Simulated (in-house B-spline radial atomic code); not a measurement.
# Fe¹⁵⁺: ionisation energy by several methods

How far do functionals differ on the ionisation energy of Fe¹⁵⁺? Each run solves Fe¹⁵⁺ and then the next ion ([He] 2s2 2p6).

The numbers are computed with in-house B-spline radial atomic code version 1 (scalar-relativistic (X2C), several functionals, spin-polarised; spherical all-electron atom at the radial basis limit), except any that are marked as measured or tabulated.

### 1 The atom as given

```
element       : iron (Z = 26)
charge        : +15
electrons     : 11
configuration : [Ne] 3s1
nucleus       : Fermi, rms radius 3.738 fm
```

Outer shells as boxes (Hund's rule):

[Ne] 3s1
```
[Ne] core
3s [↑ ]
```

Where spins are not typed, each open shell is filled with up spins first.

### 2 r2SCAN0

Input settings:

```ini
Z = 26
electrons = 11.0
configuration = [Ne] 3s1
hamiltonian = x2c
method = r2scan0
spin_polarised = True
nucleus = fermi
rms_radius = 3.7377
mass_number = 56
atomic_mass = 55.934935537
speed_of_light = 137.035999084
```

### 3 OLYP

Settings: those of step 2 with these lines changed.

```diff
@@ -4,3 +4,3 @@
 hamiltonian = x2c
-method = r2scan0
+method = optx,lyp
 spin_polarised = True
```

### 4 AM05

Settings: those of step 3 with these lines changed.

```diff
@@ -4,3 +4,3 @@
 hamiltonian = x2c
-method = optx,lyp
+method = am05
 spin_polarised = True
```

### 5 ωB97X

Settings: those of step 4 with these lines changed.

```diff
@@ -4,3 +4,3 @@
 hamiltonian = x2c
-method = am05
+method = wb97x
 spin_polarised = True
```

### 6 RPBE

Settings: those of step 5 with these lines changed.

```diff
@@ -4,3 +4,3 @@
 hamiltonian = x2c
-method = wb97x
+method = rpbe,pbe
 spin_polarised = True
```

### 7 BHandHLYP

Settings: those of step 6 with these lines changed.

```diff
@@ -4,3 +4,3 @@
 hamiltonian = x2c
-method = rpbe,pbe
+method = bhandhlyp
 spin_polarised = True
```

### 8 r2SCAN

Settings: those of step 7 with these lines changed.

```diff
@@ -4,3 +4,3 @@
 hamiltonian = x2c
-method = bhandhlyp
+method = r2scan
 spin_polarised = True
```

The tabulated ionisation energy is 489.312 ± 0.014 eV (semi-empirical; NIST Atomic Spectra Database). What does each method give, and which comes nearest?

**Answer**, as computed:

| method | rung | total energy (hartree) | ΔSCF (eV) | −ε highest (eV) | ΔSCF less tabulated (eV) |
| --- | --- | --- | --- | --- | --- |
| OLYP | GGA | -1166.7799 | 491.01 | 476.42 (3s up) | +1.70 |
| AM05 | GGA | -1164.3439 | 489.86 | 475.91 (3s up) | +0.55 |
| RPBE | GGA | -1166.6373 | 491.05 | 476.16 (3s up) | +1.73 |
| r2SCAN | meta-GGA | -1166.6625 | 488.99 | 476.82 (3s up) | -0.32 |
| r2SCAN0 | global hybrid | -1166.6630 | 489.14 | 480.02 (3s up) | -0.18 |
| BHandHLYP | global hybrid | -1166.7295 | 490.99 | 483.20 (3s up) | +1.68 |
| ωB97X | range-separated hybrid | -1166.8433 | 487.36 | 482.00 (3s up) | -1.95 |

**Reading.** Tables give 489.312 ± 0.014 eV (semi-empirical; NIST Atomic Spectra Database) for the ionisation energy. r2SCAN0 misses by -0.18 eV, the least, and ωB97X by -1.95 eV (0.40 %), the most. Mean absolute error by rung (exchange-only levels left out): GGA 1.33 eV, meta-GGA 0.32 eV, global hybrid 0.93 eV, range-separated hybrid 1.95 eV. Relativistic terms that these runs lack can be as large as the gaps between close methods, so the nearest may be so by luck.
